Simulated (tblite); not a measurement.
# C5H16GeN2: the cost of one run

Computed with tblite 0.8.0 and PySCF 2.14.0, with density-fitted response routines of our own, on a single molecule in the gas phase. Atoms count from 0, in the outputs and in this text.

## (1) The molecule as given

24 atoms, charge 0, multiplicity 1; geometry from: force field or distance geometry start.

Bonds of the start (Å): C0–N1 1.44, N1–C2 1.47, N1–Ge3 1.85, Ge3–C4 1.95, Ge3–N5 1.87, N5–C6 1.46, N5–C7 1.46, C0–H8 1.12, C0–H9 1.09, C0–H10 1.12, C2–H11 1.11, C2–H12 1.09, C2–H13 1.11, Ge3–H14 1.57, C4–H15 1.11, C4–H16 1.11, C4–H17 1.12, C6–H18 1.12, C6–H19 1.12, C6–H20 1.09, C7–H21 1.10, C7–H22 1.13, C7–H23 1.12.

## (2) Geometry optimisation with GFN2-xTB

Job settings and geometry (Å):

```
{"job": {"kind": "relax", "xc": "GFN2-xTB", "basis": "xTB"}, "charge": 0, "multiplicity": 1}
C      2.088400    -1.145200    -1.111400
N      1.537400     0.134400    -0.741000
C      2.612900     0.875700    -0.058500
Ge     0.096600     0.053700     0.413900
C     -0.422900     1.895300     0.796300
N     -1.339300    -0.935000    -0.266000
C     -2.260900    -0.094700    -1.024400
C     -2.112700    -1.394300     0.884000
H      2.826600    -1.031600    -1.942100
H      2.629400    -1.605900    -0.279600
H      1.291400    -1.816200    -1.523900
H      2.702900     1.903200    -0.470800
H      3.546300     0.313500    -0.055700
H      2.280200     1.004900     0.994800
H      0.527300    -0.614100     1.766500
H     -1.532900     1.923000     0.871100
H      0.079900     2.160100     1.750700
H     -0.048700     2.504700    -0.062500
H     -3.147000    -0.731300    -1.265600
H     -2.643800     0.680000    -0.307000
H     -1.813200     0.348300    -1.915000
H     -1.618000    -2.252500     1.360000
H     -2.130300    -0.539500     1.617800
H     -3.161300    -1.616700     0.575900
```

Command:

```sh
OMP_NUM_THREADS=1 python probes_run.py task.json out
```

The driver reads the jobs from task.json and runs them one after another.

**Question.** How long does this first job take on 1 thread of Arm Neoverse N1, shared host, and how much memory does it need?

About 2.5 s, with a peak of 0.18 GiB.
